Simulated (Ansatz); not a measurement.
Born–Oppenheimer molecular dynamics of a periodic cell of 27 atoms, H7S4O16 (host H2SO4, host structure P2_1/c, one H atom removed), cell charge -1. It starts from an unrelaxed structure (largest force component 6.02 eV/Å).

Computed with Ansatz 0.2.0, DFT PBE, scalar-relativistic, plane waves, PAW. Settings: accuracy low, cutoff 420 eV, k mesh 1x2x1, fermi-dirac smearing 0.05 eV, no spin polarisation.

```
ensemble                      : NVE (velocity Verlet)
time step                     : 0.5 fs
steps asked                   : 240
starting velocities drawn for : 1400 K
seed                          : 362782
```

Frames 10 fs apart, positions in Å, forces in eV/Å.

Velocities at 25.0 fs (Å/ps):

```
H -6.56 8.84 33.47
H -13.82 -15.19 -33.09
H -20.40 14.66 -16.19
H 67.23 -38.97 -0.53
H 34.28 4.90 7.81
H 35.13 -14.26 1.44
H -24.70 7.97 -20.12
S -3.01 5.83 -13.51
S 2.04 3.67 3.20
S -3.74 -1.66 1.19
S 0.46 7.09 8.90
O -1.07 0.48 -5.33
O -1.95 -5.55 1.03
O 6.60 -0.92 -4.68
O 3.25 -3.11 4.98
O 7.73 -16.46 0.26
O 3.02 -8.64 -2.97
O 0.60 -5.56 2.15
O -11.80 0.23 -15.75
O -8.08 4.42 2.94
O 4.22 -3.24 -3.46
O 8.52 10.25 7.37
O -9.06 1.16 6.14
O -1.72 1.88 2.36
O -1.72 1.42 9.49
O 2.77 -6.64 -5.07
O 2.74 2.39 2.69
```

```xyz
27
Lattice="7.7722 0.0000 0.0000 0.0000 4.5944 0.0000 -2.7231 0.0000 8.3027" Properties=species:S:1:pos:R:3:forces:R:3 time_fs=25.0 energy_less_start_eV=1.920 T=831
H 2.067 3.714 7.723 -1.84 -1.61 -1.16
H 3.201 2.995 3.551 -0.60 0.84 -0.43
H 2.935 0.955 0.742 2.27 2.58 0.94
H 6.469 3.078 3.375 0.12 0.23 -0.32
H 0.630 1.733 1.761 0.56 0.10 -0.27
H -1.209 0.698 5.476 0.79 1.73 0.08
H 4.924 3.129 6.717 -0.61 0.46 0.03
S 0.199 2.585 5.448 0.84 -2.34 -4.04
S 3.546 0.374 6.845 -1.27 -3.44 -1.61
S 4.822 1.889 2.632 2.31 2.56 1.06
S 1.582 4.241 1.654 0.13 5.41 1.04
O -1.264 1.740 5.520 0.73 -0.82 -0.09
O 3.900 2.349 3.768 0.17 0.20 1.11
O 2.733 4.278 8.068 2.43 2.16 0.43
O 2.402 0.272 0.412 -2.08 -2.80 -0.14
O 2.352 4.266 2.898 -0.05 -1.04 -1.52
O 4.214 2.073 1.369 -1.54 -0.29 -2.14
O 2.700 0.325 5.656 1.40 -0.93 1.17
O 0.766 2.447 6.796 0.26 0.40 -0.53
O 0.961 3.129 1.044 -0.69 -1.68 0.08
O 5.287 0.669 3.140 0.91 -1.70 -0.07
O 4.019 1.635 7.214 0.77 2.49 1.52
O -0.360 3.892 5.058 0.00 0.06 0.43
O 6.080 2.988 2.462 -1.33 -1.86 1.19
O 0.467 0.781 1.969 -0.13 -2.66 -0.77
O 1.048 2.042 4.193 -2.57 1.54 4.49
O 4.953 4.120 6.848 -0.95 0.38 -0.49
27
Lattice="7.7722 0.0000 0.0000 0.0000 4.5944 0.0000 -2.7231 0.0000 8.3027" Properties=species:S:1:pos:R:3:forces:R:3 time_fs=35.0 energy_less_start_eV=1.822 T=859
H 2.066 3.794 7.757 -2.19 -1.54 -1.19
H 3.187 2.914 3.371 -0.82 0.94 0.05
H 2.937 1.036 0.627 1.42 1.68 0.59
H 6.829 2.712 3.041 -0.38 -0.17 0.34
H 0.883 1.652 1.824 -0.75 1.11 -0.04
H -0.775 0.818 5.496 -1.54 0.47 -0.09
H 4.606 3.247 6.590 0.85 -0.19 0.41
S 0.172 2.607 5.276 -2.72 0.05 4.03
S 3.565 0.393 6.863 2.48 2.73 0.88
S 4.830 1.891 2.659 1.49 -1.50 -1.71
S 1.575 4.348 1.728 -0.20 -4.37 -2.29
O -1.240 1.744 5.454 2.10 -1.12 -1.01
O 3.855 2.325 3.784 0.90 -0.32 0.06
O 2.810 4.286 8.032 1.83 1.60 1.98
O 2.424 0.243 0.489 -1.69 -1.23 0.06
O 2.430 4.086 2.877 -0.79 1.20 -0.70
O 4.205 1.988 1.298 0.26 0.44 2.17
O 2.744 0.252 5.704 0.31 -0.05 -0.57
O 0.675 2.459 6.643 1.66 0.17 0.48
O 0.886 3.160 1.103 1.23 1.50 1.89
O 5.343 0.615 3.095 -0.34 1.10 -0.43
O 4.093 1.740 7.307 -1.84 -2.88 -0.71
O -0.444 3.918 5.110 0.74 0.62 -1.54
O 6.034 2.954 2.519 -0.84 -0.84 -0.21
O 0.469 0.758 2.036 0.44 0.39 -0.39
O 1.001 2.027 4.251 0.04 0.32 -1.10
O 4.940 4.159 6.856 -1.65 -0.11 -0.96
27
Lattice="7.7722 0.0000 0.0000 0.0000 4.5944 0.0000 -2.7231 0.0000 8.3027" Properties=species:S:1:pos:R:3:forces:R:3 time_fs=45.0 energy_less_start_eV=2.264 T=728
H 2.192 3.859 7.543 -2.06 -1.48 -0.74
H 3.172 3.055 3.483 0.20 -0.33 -0.18
H 3.237 1.019 0.851 -0.71 -0.70 0.22
H 6.765 2.335 2.825 0.00 0.70 0.21
H 0.598 1.820 1.865 0.93 -0.90 -0.08
H -1.022 0.720 5.444 0.64 0.86 -0.42
H 4.742 3.201 6.754 -0.30 0.57 0.09
S 0.075 2.632 5.209 1.71 -0.40 4.17
S 3.629 0.461 6.895 -2.03 -2.25 -1.22
S 4.862 1.860 2.660 -4.52 -1.45 -0.50
S 1.572 4.371 1.744 1.68 -1.68 -0.01
O -1.152 1.737 5.336 -3.36 -1.36 -0.34
O 3.829 2.315 3.779 1.93 -0.87 -0.70
O 2.856 4.301 8.048 0.85 1.42 1.68
O 2.419 0.244 0.591 1.19 2.05 -0.52
O 2.466 3.971 2.821 -0.92 2.37 0.14
O 4.193 1.925 1.306 0.10 0.19 1.04
O 2.818 0.180 5.732 0.43 1.32 0.01
O 0.677 2.487 6.529 1.23 0.59 1.54
O 0.854 3.232 1.253 -1.56 -1.90 -0.60
O 5.392 0.598 3.029 0.03 -0.39 0.36
O 4.084 1.722 7.372 0.05 1.13 0.09
O -0.490 3.966 5.079 0.01 0.03 -1.65
O 5.965 2.874 2.577 2.32 0.85 -0.11
O 0.495 0.779 2.076 -0.63 1.88 -0.09
O 0.962 2.027 4.249 -0.02 0.85 -2.23
O 4.870 4.198 6.815 2.82 -1.11 -0.17
27
Lattice="7.7722 0.0000 0.0000 0.0000 4.5944 0.0000 -2.7231 0.0000 8.3027" Properties=species:S:1:pos:R:3:forces:R:3 time_fs=55.0 energy_less_start_eV=2.174 T=755
H 2.220 3.761 7.671 -1.58 -1.39 -1.03
H 3.249 3.026 3.478 0.22 -0.60 0.08
H 3.259 0.721 1.158 0.44 0.81 -0.82
H 6.831 2.357 2.865 -0.60 0.30 0.09
H 0.860 1.834 1.786 -0.68 -1.17 0.68
H -0.877 0.726 5.142 -0.11 0.15 0.10
H 4.718 3.242 7.013 0.12 0.53 -0.40
S 0.010 2.658 5.253 3.86 -1.15 -2.96
S 3.650 0.472 6.908 -0.18 -1.79 0.80
S 4.804 1.792 2.644 4.11 -0.20 1.92
S 1.591 4.333 1.752 -3.68 1.45 0.07
O -1.220 1.699 5.198 -0.78 0.60 1.00
O 3.898 2.260 3.746 -1.00 0.52 1.04
O 2.848 4.325 8.090 1.57 1.80 1.10
O 2.457 0.336 0.654 -0.38 -0.35 -1.18
O 2.466 3.983 2.788 1.86 0.69 2.66
O 4.179 1.877 1.374 -1.69 0.57 -2.40
O 2.906 0.180 5.741 -1.01 1.19 -1.37
O 0.749 2.546 6.507 -0.48 0.32 1.04
O 0.758 3.228 1.377 -0.49 -0.95 -1.75
O 5.434 0.565 2.982 -0.92 -0.83 0.35
O 4.066 1.748 7.436 -0.25 0.03 -0.36
O -0.526 4.003 4.959 0.34 -1.53 0.07
O 5.985 2.834 2.624 0.38 -0.20 -0.53
O 0.506 0.859 2.108 2.31 -0.41 -1.71
O 0.928 2.067 4.124 -2.45 2.32 2.47
O 4.934 4.202 6.763 1.04 -0.71 1.05
27
Lattice="7.7722 0.0000 0.0000 0.0000 4.5944 0.0000 -2.7231 0.0000 8.3027" Properties=species:S:1:pos:R:3:forces:R:3 time_fs=65.0 energy_less_start_eV=2.495 T=659
H 2.262 3.690 7.816 -1.44 -1.74 -1.03
H 3.201 2.884 3.421 0.56 -0.24 0.29
H 3.357 0.950 0.887 -0.15 -0.12 0.94
H 6.827 2.459 3.110 -0.82 0.10 -0.28
H 1.025 1.801 1.939 -0.85 -0.56 -0.05
H -0.904 0.850 4.955 0.37 -2.59 -0.02
H 4.764 3.258 7.027 0.59 0.17 -0.44
S 0.045 2.659 5.236 -1.70 2.72 1.91
S 3.655 0.431 6.934 1.51 1.64 -0.48
S 4.834 1.719 2.660 1.77 1.51 -1.14
S 1.544 4.316 1.766 3.00 0.49 0.11
O -1.332 1.684 5.114 0.81 3.28 1.93
O 3.942 2.204 3.774 -1.64 0.64 0.30
O 2.833 4.367 8.135 1.75 1.70 0.58
O 2.470 0.412 0.655 -3.06 -2.66 -0.80
O 2.529 4.054 2.866 -1.59 0.18 -0.96
O 4.101 1.864 1.354 1.58 1.27 1.17
O 2.951 0.250 5.686 0.05 0.48 0.93
O 0.799 2.624 6.539 -1.68 -0.31 -1.51
O 0.642 3.192 1.410 1.90 1.51 -0.52
O 5.431 0.481 2.956 -0.40 -1.12 0.16
O 4.038 1.782 7.481 -0.80 -2.66 -1.09
O -0.545 3.968 4.840 0.46 -1.00 1.43
O 6.009 2.800 2.630 -0.46 -1.04 -0.94
O 0.594 0.866 2.079 -0.16 0.04 -0.01
O 0.779 2.222 4.109 2.38 -1.73 -1.91
O 5.064 4.193 6.761 -1.98 0.06 1.42
27
Lattice="7.7722 0.0000 0.0000 0.0000 4.5944 0.0000 -2.7231 0.0000 8.3027" Properties=species:S:1:pos:R:3:forces:R:3 time_fs=75.0 energy_less_start_eV=2.434 T=677
H 2.349 3.689 7.793 -1.64 -2.23 -0.75
H 3.260 2.835 3.467 0.21 0.09 0.00
H 3.129 1.027 1.101 -0.10 -0.40 -0.81
H 6.591 2.517 3.382 -0.09 0.57 -0.69
H 0.778 1.813 1.960 0.64 1.13 -0.37
H -1.241 0.722 5.131 0.86 0.45 0.14
H 5.102 3.213 6.761 -0.78 0.38 0.03
S 0.048 2.697 5.249 0.14 -1.21 -2.65
S 3.693 0.419 6.952 -1.00 -1.93 -2.27
S 4.915 1.676 2.657 -4.11 -0.42 -0.68
S 1.565 4.311 1.781 1.08 0.18 0.31
O -1.351 1.735 5.122 0.35 0.40 1.56
O 3.927 2.158 3.832 0.87 -0.56 -0.85
O 2.831 4.399 8.162 1.71 1.22 -0.05
O 2.352 0.357 0.614 0.91 -0.81 -0.22
O 2.518 4.135 2.905 -1.08 -0.43 -1.20
O 4.092 1.914 1.374 1.36 -0.37 1.61
O 2.993 0.345 5.671 0.65 -0.63 1.77
O 0.763 2.690 6.508 -0.56 -0.48 0.29
O 0.628 3.231 1.407 1.87 0.60 -0.25
O 5.394 0.352 2.939 -0.57 1.41 -0.10
O 3.979 1.696 7.471 1.44 2.06 0.66
O -0.558 3.917 4.792 -1.73 2.85 1.43
O 5.990 2.723 2.571 1.71 -0.42 0.26
O 0.649 0.846 2.056 -2.96 -0.53 1.31
O 0.740 2.304 4.024 1.54 -1.63 0.93
O 5.108 4.206 6.831 -0.72 0.69 0.59
27
Lattice="7.7722 0.0000 0.0000 0.0000 4.5944 0.0000 -2.7231 0.0000 8.3027" Properties=species:S:1:pos:R:3:forces:R:3 time_fs=85.0 energy_less_start_eV=1.801 T=865
H 2.344 3.633 7.910 -1.52 -2.62 -0.92
H 3.459 2.878 3.535 -0.40 0.35 -0.03
H 2.978 0.887 0.831 0.44 0.19 -0.32
H 6.469 2.945 3.355 -0.15 -0.05 -0.34
H 0.759 1.771 1.778 0.25 0.84 -0.07
H -1.032 0.815 5.462 -0.54 1.28 -1.02
H 4.939 3.363 6.499 0.59 0.12 0.44
S 0.036 2.719 5.198 0.26 0.50 -3.00
S 3.714 0.378 6.933 0.42 3.16 3.87
S 4.897 1.627 2.637 0.01 -0.29 2.28
S 1.601 4.325 1.807 -4.62 1.44 -0.97
O -1.326 1.816 5.223 1.29 -1.68 1.71
O 3.954 2.087 3.847 1.03 -0.21 -0.16
O 2.842 4.382 8.132 1.64 1.63 0.30
O 2.263 0.242 0.538 1.99 0.56 -1.33
O 2.465 4.188 2.896 2.29 -0.55 1.82
O 4.157 1.958 1.469 -1.86 -0.40 -2.80
O 3.052 0.403 5.717 -1.63 -1.63 -3.11
O 0.696 2.731 6.493 0.04 -0.39 0.14
O 0.715 3.281 1.383 0.51 -1.58 -0.44
O 5.326 0.288 2.917 -0.53 1.04 -0.11
O 3.987 1.687 7.482 0.77 0.21 0.07
O -0.648 3.999 4.825 0.21 -0.01 0.58
O 6.041 2.627 2.503 1.14 0.22 0.51
O 0.574 0.855 2.086 -0.34 -1.14 0.19
O 0.801 2.293 3.973 -0.69 0.35 3.41
O 5.102 4.252 6.935 -0.59 -1.36 -0.69
27
Lattice="7.7722 0.0000 0.0000 0.0000 4.5944 0.0000 -2.7231 0.0000 8.3027" Properties=species:S:1:pos:R:3:forces:R:3 time_fs=95.0 energy_less_start_eV=2.119 T=771
H 2.448 3.509 7.850 -1.23 -2.52 -1.11
H 3.558 2.871 3.665 -0.57 0.55 -0.25
H 3.011 0.767 0.314 1.11 1.25 0.86
H 6.231 3.314 3.064 -0.27 0.10 0.32
H 0.770 1.793 1.725 -0.51 -0.09 0.63
H -0.900 0.802 5.293 -0.81 1.51 0.17
H 5.087 3.409 6.471 0.04 0.34 0.45
S 0.023 2.766 5.088 -1.95 2.04 8.03
S 3.725 0.405 6.980 -1.68 1.48 -2.65
S 4.860 1.588 2.656 0.32 3.66 -2.98
S 1.544 4.383 1.820 2.63 -0.52 -0.41
O -1.260 1.880 5.395 0.50 -2.61 -1.29
O 4.022 2.028 3.850 0.05 0.54 1.38
O 2.850 4.315 8.081 0.88 2.36 1.31
O 2.285 0.155 0.402 -1.82 -1.04 0.87
O 2.498 4.213 2.943 -1.45 0.56 -1.88
O 4.142 1.972 1.445 -0.40 -0.92 0.01
O 3.057 0.372 5.658 1.21 -0.81 2.38
O 0.633 2.749 6.481 0.34 0.48 -1.94
O 0.826 3.230 1.334 -0.36 -0.87 0.28
O 5.237 0.263 2.894 0.69 -1.58 0.32
O 4.045 1.712 7.508 -0.16 -0.37 0.24
O -0.729 4.080 4.888 1.00 -0.81 -1.28
O 6.160 2.539 2.465 -0.39 -1.45 0.63
O 0.483 0.854 2.113 0.79 0.29 -1.10
O 0.851 2.280 4.074 1.49 -0.57 -2.31
O 5.077 4.248 7.014 0.57 -1.01 -0.68
```

Of the whole run (120 fs, mean temperature of the second half 749 K): The conserved energy stayed within 0.31 meV per atom of its start (net change 0.3 meV per atom), so the integration is sound. The temperature averaged 0.54 of the 1400 K drawn at the start: a run that starts near a minimum puts about half its kinetic energy into the potential. A run of 0.12 ps of so small a system gives no equilibrium averages. Limits of this set-up: coarse k mesh, low accuracy level, charged cell in a uniform background, uncorrected.

Time of the run: 6.6 min on 1 thread of Intel(R) Xeon(R) Platinum 8488C (Sapphire Rapids), on a shared host, peak memory 0.59 GiB.
